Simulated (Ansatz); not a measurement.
# Si: the cost of one run

Computed with Ansatz 0.2.0 (DFT PBE, scalar-relativistic, plane waves, PAW, unless a step's input says otherwise).

### 1 The starting structure

Symmetry: Fd-3m, No. 227, cubic system. The conventional cell has a = 5.444 Å, b = 5.444 Å, c = 5.444 Å, α = 90.00°, β = 90.00°, γ = 90.00°. Si (site symmetry -43m) has 4 Si at 2.36 Å as nearest neighbours.

As a file:

```cif
data_structure
_symmetry_space_group_name_H-M 'P 1'
_symmetry_Int_Tables_number 1
_cell_length_a 3.8493
_cell_length_b 3.8493
_cell_length_c 3.8493
_cell_angle_alpha 60.000
_cell_angle_beta 60.000
_cell_angle_gamma 60.000
_cell_volume 40.33
loop_
_atom_site_label
_atom_site_type_symbol
_atom_site_fract_x
_atom_site_fract_y
_atom_site_fract_z
_atom_site_occupancy
Si1 Si 0.75000 0.75000 0.75000 1
Si2 Si 0.50000 0.50000 0.50000 1
```

The structure comes from the Materials Project (structure only).

(A quick probe on a coarse mesh, which set the mesh and smearing, is not shown.)

### 3 The relaxation

input.yaml

```yaml
crystal:
  lattice:
    - [0.0, 2.72185119, 2.72185119]
    - [2.72185119, 0.0, 2.72185119]
    - [2.72185119, 2.72185119, 0.0]
  atoms:
    - { symbol: Si, position: [0.75, 0.75, 0.75] }
    - { symbol: Si, position: [0.5, 0.5, 0.5] }
basis:
  ecutwfc: 420
kpoints:
  mp_grid: { grid: [8, 8, 8] }
hamiltonian:
  xc: pbe
scf:
  occupations: { method: gaussian, width: 0.02 }
output:
  forces: true
  stress: true
  eigenvalues: true
relax:
  adjacent_minimum: "off"
  f_tol: 0.005
  max_steps: 80
  cell: { stress_tol: 0.05 }
```

Command:

```sh
$ ansatz run input.yaml --threads 4 --pin off --max-ram 8192MiB --backend cpu --events-out ev --progress --plain --runs-dir out
```

What time and memory should one allow on 4 threads of Intel Xeon at 2.10GHz (Emerald Rapids), shared host?

About 3 s, with a peak of 0.32 GiB.
